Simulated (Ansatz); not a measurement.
**TiOF2: a ladder of functionals and wavefunction methods**

One table from this session's results is given with a row withheld; the runs are named, their logs left out.

Computed with Ansatz 0.2.0, Gaussian basis. Level: functionals in def2-TZVPP, the program's frozen cores in correlated methods.

Plan: LDA (SPW92), PBE-D4, revPBE-D4, BLYP-D4, r2SCAN-D4, B97M-V, PBE0-D4, B3LYP-D4, r2SCANh-D4, r2SCAN0-D4, HSE06-D4, BHLYP-D4, CAM-B3LYP-D4, LC-ωPBE, ωB97X-V, ωB97M-V, B2PLYP, PBE-QIDH; CCSD(T)/def2-SVP; CCSD(T)/def2-TZVPP; MP2/def2-QZVPP; extrapolation to the limit; RPA on PBE.

## The relaxed structure

All runs share one geometry, relaxed beforehand with PBE0-D4 in a triple-zeta def2 set.

SMILES `[O]=[Ti]([F])[F]`, 4 atoms, charge 0, spin multiplicity 1.

Atoms are counted from 1 here; the program's logs count them from 0.

Bond lengths: O1–Ti2 1.592 Å, Ti2–F3 1.788 Å, Ti2–F4 1.788 Å. Angles: O1–Ti2–F3 115.8°, O1–Ti2–F4 115.8°, F3–Ti2–F4 127.5°.

Set-up of the first run:

The input, in.yaml:

```yaml
crystal:
  periodic: [false, false, false]
  atoms:
    - {symbol: O, position_ang: [0.045723, 0.470877, 1.512440]}
    - {symbol: Ti, position_ang: [-0.057734, -0.034398, 0.006513]}
    - {symbol: F, position_ang: [0.835050, -1.536346, -0.374152]}
    - {symbol: F, position_ang: [-0.823039, 1.099877, -1.144801]}
basis:
  gaussian: {orbitals: def2-TZVPP}
hamiltonian: {xc: lda}
output: {orbitals: {seedname: orbitals}}
```

The run is started by

```
> ansatz run in.yaml --threads 4 --pin off --events-out ev --progress --plain --max-ram 10444MiB
```

Steps of the session up to this table: LDA; PBE-D4 (GGA); revPBE-D4 (GGA); BLYP-D4 (GGA); r2SCAN-D4 (meta-GGA); B97M-V (meta-GGA); B3LYP-D4 (hybrid); r2SCANh-D4 (hybrid); r2SCAN0-D4 (hybrid); HSE06-D4 (hybrid); BHLYP-D4 (hybrid); CAM-B3LYP-D4 (range-separated); LC-ωPBE (range-separated); ωB97X-V (range-separated); ωB97M-V (range-separated); B2PLYP (double hybrid); PBE-QIDH (double hybrid).

One of the session's tables, all rows but one given; the rest of the session is left out.

It belongs to the step «Orbital energies across the functionals». 

| functional | HOMO (eV) | LUMO (eV) | gap (eV) |
| --- | --- | --- | --- |
| LDA (SPW92) | -8.38 | -4.79 | 3.60 |
| PBE-D4 | -8.10 | -4.49 | 3.61 |
| revPBE-D4 | -8.00 | -4.32 | 3.67 |
| BLYP-D4 | -8.02 | -4.56 | 3.46 |
| r2SCAN-D4 | -8.45 | -4.30 | 4.16 |
| B97M-V | -8.52 | -4.42 | 4.11 |
| PBE0-D4 | -9.83 | -3.56 | 6.27 |
| B3LYP-D4 | -9.58 | -4.00 | 5.58 |
| r2SCANh-D4 | -9.11 | -3.95 | 5.16 |
| r2SCAN0-D4 | ? | ? | ? |
| HSE06-D4 | -9.42 | -3.94 | 5.48 |
| BHLYP-D4 | -11.50 | -2.84 | 8.66 |
| CAM-B3LYP-D4 | -11.39 | -2.68 | 8.71 |
| LC-ωPBE | -12.71 | -1.14 | 11.57 |
| ωB97X-V | -12.34 | -1.35 | 11.00 |
| ωB97M-V | -12.29 | -1.63 | 10.67 |

Q: Estimate the row for r2SCAN0-D4 from the others.

Worked estimate for «HOMO (eV)». Against the share of exact exchange, r2SCAN-D4 (0, -8.45), r2SCANh-D4 (0.1, -9.11) give a slope of -6.60 per unit share; at 0.25 the line stands at -10.10.

The run gave: HOMO (eV): -10.09; LUMO (eV): -3.43; gap (eV): 6.66. In «HOMO (eV)» the line misses by -0.01.
